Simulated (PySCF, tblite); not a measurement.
# C₂H₆NSi₂ radical: geometry, infrared bands and EPR parameters

What infrared bands and EPR parameters should C₂H₆NSi₂ radical (`N#C[SiH2]C[SiH2]`) show?

Programs: tblite 0.8.0 and PySCF 2.14.0, with density-fitted response routines of our own. Each step states its level of theory. These are calculated values for one molecule in the gas phase, unless marked as measured. Atoms count from 0, in the outputs and in this text.

### 1 The molecule as given

11 atoms, charge 0, multiplicity 2; geometry from: force field or distance geometry start.

Bonds of the start (Å): N0–C1 1.18, C1–Si2 1.79, Si2–C3 1.90, C3–Si4 1.90, Si2–H5 1.46, Si2–H6 1.45, C3–H7 1.12, C3–H8 1.09, Si4–H9 1.47, Si4–H10 1.49.

### 2 Optimising the geometry with GFN2-xTB

The job: settings as JSON, then the geometry in Å.

```
{"job": {"kind": "relax", "xc": "GFN2-xTB", "basis": "xTB"}, "charge": 0, "multiplicity": 2}
N      3.129300    -0.074900     0.900200
C      2.133100    -0.206400     0.275300
Si     0.638900    -0.448000    -0.685300
C     -0.534800     0.970600    -0.219600
Si    -1.728800     0.156900     1.018500
H     -0.031500    -1.718600    -0.432200
H      1.005900    -0.369400    -2.090400
H      0.062000     1.737200     0.346300
H     -1.054700     1.381800    -1.086500
H     -0.942900    -0.815100     1.790300
H     -2.671000    -0.611400     0.157500
```

The run is started by

```
$ OMP_NUM_THREADS=1 python probes_run.py task.json out
```

The driver reads the jobs from task.json and runs them one after another.

Standard output:

```text
step      E/eV     max force
  0    -369.46307    5.902
  1    -368.74941   19.768
  2    -369.65192    1.392
  3    -369.67618    0.492
  4    -369.71230    1.045
  5    -369.73004    1.109
  6    -369.75435    0.479
  7    -369.76594    0.300
  8    -369.77940    0.582
  9    -369.79178    0.699
 10    -369.80684    0.482
 11    -369.82102    0.297
 12    -369.83289    0.377
 13    -369.84149    0.361
 14    -369.84822    0.270
 15    -369.85499    0.290
 16    -369.86217    0.378
 17    -369.86784    0.352
 18    -369.87105    0.129
 19    -369.87268    0.130
 20    -369.87424    0.231
 21    -369.87655    0.292
 22    -369.87950    0.238
 23    -369.88240    0.147
 24    -369.88480    0.155
 25    -369.88667    0.173
 26    -369.88791    0.135
 27    -369.88873    0.061
 28    -369.88923    0.077
 29    -369.88959    0.076
 30    -369.88994    0.051
 31    -369.89027    0.056
 32    -369.89053    0.041
 33    -369.89069    0.041
 34    -369.89082    0.036
 35    -369.89102    0.041
 36    -369.89135    0.067
 37    -369.89180    0.083
 38    -369.89220    0.057
 39    -369.89244    0.039
 40    -369.89261    0.035
 41    -369.89284    0.063
 42    -369.89320    0.097
 43    -369.89364    0.104
 44    -369.89402    0.069
 45    -369.89432    0.038
 46    -369.89463    0.067
 47    -369.89509    0.108
 48    -369.89572    0.121
 49    -369.89628    0.080
 50    -369.89666    0.052
 51    -369.89693    0.055
 52    -369.89729    0.090
 53    -369.89807    0.132
 54    -369.89947    0.178
 55    -369.90110    0.177
 56    -369.90257    0.095
 57    -369.90367    0.097
 58    -369.90389    0.182
 59    -369.90465    0.063
 60    -369.90494    0.048
 61    -369.90529    0.038
 62    -369.90589    0.090
 63    -369.90651    0.118
 64    -369.90730    0.107
 65    -369.90787    0.337
 66    -369.90867    0.110
 67    -369.90917    0.149
 68    -369.91054    0.082
 69    -369.91232    0.097
 70    -369.91348    0.113
 71    -369.91465    0.131
 72    -369.91566    0.252
 73    -369.91710    0.293
 74    -369.91871    0.258
 75    -369.92019    0.217
 76    -369.92097    0.062
 77    -369.92167    0.085
 78    -369.92232    0.117
 79    -369.92255    0.189
 80    -369.92325    0.118
 81    -369.92358    0.124
 82    -369.92396    0.049
 83    -369.92433    0.046
 84    -369.92462    0.042
 85    -369.92480    0.026
 86    -369.92491    0.028
 87    -369.92505    0.050
 88    -369.92525    0.057
 89    -369.92549    0.045
 90    -369.92572    0.038
 91    -369.92591    0.056
 92    -369.92611    0.101
 93    -369.92637    0.128
 94    -369.92686    0.156
 95    -369.92774    0.154
 96    -369.92898    0.140
 97    -369.92994    0.074
 98    -369.93037    0.043
 99    -369.93052    0.042
100    -369.93067    0.041
101    -369.93087    0.044
102    -369.93122    0.054
103    -369.93166    0.078
104    -369.93199    0.051
105    -369.93226    0.041
106    -369.93237    0.043
107    -369.93242    0.046
108    -369.93252    0.041
109    -369.93266    0.038
110    -369.93281    0.031
111    -369.93289    0.016
112    -369.93291    0.013
113    -369.93292    0.010
114    -369.93293    0.009
```

Wall time 0.46 s (1 thread of Arm Neoverse V2, shared host).

Along the way: (not every step is listed) (the energy doesn't fall at every step)

```tsv
step	energy from step 0 (eV)	largest force (eV/Å)
0	0.0000	5.9017
1	0.7137	19.7680
2	-0.1889	1.3916
3	-0.2131	0.4917
4	-0.2492	1.0446
5	-0.2670	1.1088
6	-0.2913	0.4791
7	-0.3029	0.3003
8	-0.3163	0.5822
18	-0.4080	0.1295
28	-0.4262	0.0769
38	-0.4291	0.0568
48	-0.4326	0.1209
58	-0.4408	0.1822
68	-0.4475	0.0823
78	-0.4592	0.1168
88	-0.4622	0.0571
98	-0.4673	0.0429
108	-0.4694	0.0413
109	-0.4696	0.0379
110	-0.4697	0.0306
111	-0.4698	0.0158
112	-0.4698	0.0129
113	-0.4699	0.0105
114	-0.4699	0.0087
```

Close pairs (by a distance rule), those that changed most:

```tsv
bond	before (Å)	after (Å)	change (Å)
C1–Si2	1.793	1.867	+0.074
N0–C1	1.183	1.146	-0.037
C3–H7	1.124	1.091	-0.033
Si4–H10	1.490	1.459	-0.031
Si4–H9	1.469	1.455	-0.014
Si2–H6	1.454	1.466	+0.011
Si2–H5	1.459	1.465	+0.006
Si2–C3	1.899	1.903	+0.004
```

The final coordinates are the input of the step that follows.

### 3 Vibrational analysis with GFN2-xTB

The job: settings as JSON, then the geometry in Å.

```
{"job": {"kind": "ir", "xc": "GFN2-xTB", "basis": "xTB"}, "charge": 0, "multiplicity": 2}
N      2.593941    -0.721179     1.335572
C      1.892958    -0.561060     0.443080
Si     0.739196    -0.292383    -0.999312
C     -0.652970     0.839337    -0.364001
Si    -1.621502     0.168064     1.131433
H      0.232603    -1.612058    -1.383764
H      1.545960     0.316319    -2.060609
H     -0.226314     1.808898    -0.100860
H     -1.341422     1.026052    -1.189809
H     -0.822297     0.096067     2.345410
H     -2.334729    -1.065387     0.816896
```

Standard output:

```text
mode    cm-1     km/mol
  1      43.8      2.68
  2      94.8      4.38
  3     132.1      0.30
  4     182.0      1.47
  5     259.0      6.31
  6     330.1      1.44
  7     449.2     38.65
  8     467.2     12.70
  9     519.7     33.26
 10     557.0     31.63
 11     607.8      4.33
 12     630.4     47.24
 13     694.7     71.72
 14     727.7    165.80
 15     754.9    294.96
 16     768.8    279.71
 17     787.8     39.96
 18    1028.2      2.01
 19    1130.5     32.11
 20    1448.7      0.35
 21    2241.9    357.30
 22    2254.3    138.60
 23    2285.3    329.15
 24    2325.6    383.50
 25    2345.5     86.71
 26    2962.9     35.85
 27    2973.0     11.48
```

It took 0.22 s on 1 thread of Arm Neoverse V2, shared host.

The strongest bands and the atoms that carry them (share of the mass-weighted mode):

```tsv
cm⁻¹	km/mol	atoms
728	165.8	H9 33 %, H10 19 %, C3 10 %
755	295.0	H10 27 %, Si2 17 %, H9 16 %, C3 10 %
769	279.7	H5 38 %, H6 36 %
2242	357.3	H6 76 %, H5 19 %
2254	138.6	H5 76 %, H6 20 %
2285	329.1	H10 91 %
2326	383.5	H9 92 %
2346	86.7	C1 57 %, N0 42 %
```

### 4 EPR parameters: B3LYP/pcH-1

Settings changed since step 3:

```diff
@@ -1,2 +1,2 @@
-{"job": {"kind": "ir", "xc": "GFN2-xTB", "basis": "xTB"}, "charge": 0, "multiplicity": 2}
+{"job": {"kind": "epr", "basis": "pcH-1"}, "charge": 0, "multiplicity": 2}
 N      2.593941    -0.721179     1.335572
```

Method: UKS B3LYP, pcH-1 on C H N Si, non-relativistic, mean-field spin-orbit, GIAO.

Standard output:

```text
UKS, coarse grid
  cycle   1  E = -713.48306050  |g| = 3.65e-01
  cycle   2  E = -713.35019274  |g| = 6.43e-01
  cycle   3  E = -713.53202238  |g| = 1.68e-01
  cycle   4  E = -713.54303172  |g| = 4.28e-02
  cycle   5  E = -713.54388784  |g| = 1.21e-02
  cycle   6  E = -713.54396307  |g| = 1.83e-03
  cycle   7  E = -713.54396682  |g| = 5.36e-04
UKS, final grid
  cycle   1  E = -713.54399463  |g| = 4.59e-04
  cycle   2  E = -713.54399463  |g| = 4.92e-04
  cycle   3  E = -713.54399475  |g| = 1.31e-04
  cycle   4  E = -713.54399475  |g| = 5.16e-05
  cycle   5  E = -713.54399475  |g| = 2.61e-05
E = -713.54399475 Eh   <S^2> = 0.7516 (exact 0.7500)
g shifts (ppm)      1          2          3
  rmc          -130       -130       -130
  gc             10         60         63
  oz_so        -115       1875       2058
  total        -236       1804       1992
hyperfine (MHz)  atom isotope    a_iso     a_fc   dipolar eigenvalues
    0   14N       0.25       0.25     -0.20     -0.03      0.22
    1   13C      -0.80      -0.80     -0.48     -0.24      0.72
    2  29Si     -72.08     -72.15     -8.79      3.82      4.97
    3   13C      10.54      10.50     -3.14     -3.02      6.17
    4  29Si    -443.79    -444.86   -174.58     87.12     87.46
    5    1H      -1.41      -1.41     -1.67     -0.70      2.37
    6    1H      23.80      23.80     -1.15     -0.53      1.68
    7    1H       8.63       8.62     -3.85     -2.54      6.39
    8    1H      11.90      11.89     -3.95     -2.61      6.56
    9    1H      31.69      31.67    -10.18      1.76      8.42
   10    1H      27.41      27.39    -10.24      1.55      8.69
```

Wall time 35 s (1 thread of Arm Neoverse V2, shared host); peak memory 0.7 GiB.

Principal g values 2.00208, 2.00412, 2.00431; g(iso) = 2.00351, against 2.00232 for a free electron.

Hyperfine couplings; where a row names several nuclei, a(iso) is their mean (it holds for fast rotation or exchange) and the dipolar term the largest among them:

```tsv
nuclei	isotope	a(iso) (MHz)	a(iso) (G, at g = 2.0023)	largest dipolar term (MHz)
Si4	29Si	-443.8	-158.4	-174.6
Si2	29Si	-72.1	-25.7	-8.8
H9, H10	1H	29.6	10.5	-10.2
H5, H6	1H	11.2	4.0	2.4
C3	13C	10.5	3.8	6.2
H7, H8	1H	10.3	3.7	6.6
C1	13C	-0.8	-0.3	0.7
N0	14N	0.3	0.1	0.2
```

Mulliken spin populations:

```tsv
atom	value (e)
N0	0.00
C1	0.00
Si2	0.03
C3	-0.02
Si4	0.98
H5	0.00
H6	0.01
H7	0.00
H8	0.00
H9	0.00
H10	0.00
```

In first order the couplings over 0.8 MHz of 1H give 27 distinct lines over 36.4 G, if the averaged nuclei exchange fast.

The fields below are evaluated on a grid from the run's orbitals.

ELF in a plane through or near 7 of the atoms.

Ten even steps from ' ' (0.00) to '@' (1.00):
```
                                                        
                ..                                      
          ..==++**++--..                                
        ::++%%@@@@@@##++..      ::==++++::              
        --##@@@@@@@@%%**::      ##@@@@@@%%==            
        --**##**##--##**--    ..@@@@@@@@@@**..          
        ::==**####%%%%##==..  ::@@@@@@@@@@##::....      
        ::--**##--::--**==..  ..##@@%%%%##******++==    
        ..::++****==%%%%--    ..--::::--..++%%%%%%**::  
            ..--##%%##++----==**%%--==**..**@@@@@@%%--  
            ....--::..  ++%%####@@@@::..++%%@@@@@@%%--  
        ==##@@@@@@##..  ##@@==..==##**++**%%%%%%%%**    
      ::%%@@@@@@@@@@**--####****%%%%==..::--++**==::    
      ..@@@@@@@@@@@@**::::::##@@@@@@%%::                
        **@@@@@@@@@@--    ..##@@@@@@@@==                
          ::**####==        --##@@@@++..                
                              ..::..                    
                                                        
                                                        
                                                        
```
The map spans 9.8 Å across and 9.7 Å up, centred on the molecule. Atoms in the plane (x, y in Å): N0 (-1.9, 2.3), C1 (-1.6, 1.2), C3 (0.6, -0.8), Si4 (1.9, 0.4), H6 (-2.2, -1.4), H8 (0.9, -1.8), H9 (1.7, 1.8).

On the surface of density 0.002 e/bohr³ the electrostatic potential runs, from the 1st to the 99th percentile, from -1.73 V near N0 to 1.70 V near H8.

The spin density lies nearest to Si4 67 %; H9, H10 about 11 % each.

### 5 Outcome

| quantity | value |
| --- | --- |
| strongest single infrared mode (GFN2-xTB) | 2326 cm⁻¹, 384 km/mol |
| zero-point energy (GFN2-xTB) | 41.5 kcal/mol |
| g(iso) (B3LYP) | 2.00351 |
| ⟨S²⟩ | 0.752 (exact 0.75) |
| largest a(iso) (averaged by class) | 29Si on Si4, -443.8 MHz |
| surface potential, 1st and 99th percentile | -1.73 V and 1.70 V |

Over 114 steps the energy fell by 0.470 eV; of the close pairs, C1–Si2 changed most, 1.793 to 1.867 Å. No mode is imaginary among the 27: a minimum at this level. The strongest single mode, at 2326 cm⁻¹, moves mainly H9. GFN2-xTB is a fitted tight-binding method: band positions and strengths are rough. Its intensities can rank the bands wrongly. Most of the unpaired spin sits on Si4 (0.98 e). The isotropic g lies 1.2 ppt above the free-electron value.
